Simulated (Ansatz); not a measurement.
# Al₂BFH₄O: small, medium and large basis sets

How large a basis does Al₂BFH₄O need? Two functionals are run in growing sets.

Program: Ansatz 0.2.0, Gaussian basis. Level of theory: one geometry, several basis sets. These are calculated values, not measurements.

Plan: PBE0-D4/def2-SVP; ωB97M-V/def2-SVP; PBE0-D4/def2-QZVPP; ωB97M-V/def2-QZVPP; the functionals' def2-TZVPP values are taken from earlier runs.

## 1. Structure used throughout

The geometry comes from an earlier relaxation with PBE0-D4 in a triple-zeta def2 set; it is a stationary point, not always the lowest conformer.

SMILES `F[B]([AlH2])[O][AlH2]`, 9 atoms, charge 0, spin multiplicity 1.

Atoms are counted from 1 here; the program's logs count them from 0.

Bond lengths: F1–B2 1.348 Å, B2–Al3 2.154 Å, B2–O4 1.336 Å, Al3–H6 1.592 Å, Al3–H7 1.592 Å, O4–Al5 1.695 Å, Al5–H8 1.576 Å, Al5–H9 1.576 Å. Angles: F1–B2–Al3 119.5°, F1–B2–O4 117.0°, Al3–B2–O4 123.5°, B2–Al3–H6 121.3°, B2–Al3–H7 121.3°, H6–Al3–H7 117.4°, B2–O4–Al5 162.3°, O4–Al5–H8 117.1°, O4–Al5–H9 117.1°, H8–Al5–H9 125.7°.

## 2. PBE0-D4 in def2-SVP

in.yaml

```yaml
crystal:
  periodic: [false, false, false]
  atoms:
    - {symbol: F, position_ang: [-1.471801, -0.876554, 1.192923]}
    - {symbol: B, position_ang: [-0.360076, -0.316965, 0.676204]}
    - {symbol: Al, position_ang: [1.338982, 0.038754, 1.951095]}
    - {symbol: O, position_ang: [-0.382361, -0.011267, -0.624410]}
    - {symbol: Al, position_ang: [-0.893179, 0.184898, -2.228976]}
    - {symbol: H, position_ang: [1.526578, 1.425588, 2.710956]}
    - {symbol: H, position_ang: [2.475675, -1.060153, 2.140999]}
    - {symbol: H, position_ang: [-1.578837, 1.553686, -2.602198]}
    - {symbol: H, position_ang: [-0.566383, -0.984187, -3.233693]}
basis:
  gaussian: {orbitals: def2-SVP}
hamiltonian: {xc: pbe0, dispersion: d4}
output: {orbitals: {seedname: orbitals}}
```

Launch:

```console
$ ansatz run in.yaml --threads 2 --pin off --events-out ev --progress --plain --max-ram 4352MiB
```

Further steps of the session: ωB97M-V in def2-SVP; PBE0-D4 in def2-QZVPP; ωB97M-V in def2-QZVPP.

Q: Predict the results of all the runs planned. Wanted: PBE0-D4: double and triple zeta above quadruple; ωB97M-V: double and triple zeta above quadruple.

**Answer**, as computed:

```
                                       quantity           value
PBE0-D4: double and triple zeta above quadruple  11.94, 0.72 eV
ωB97M-V: double and triple zeta above quadruple  12.03, 0.69 eV
```

In words: PBE0-D4 gains 11.22 eV from double to triple zeta, then 0.72 eV more. Total energies overstate the basis error of differences, where much of it tends to cancel.
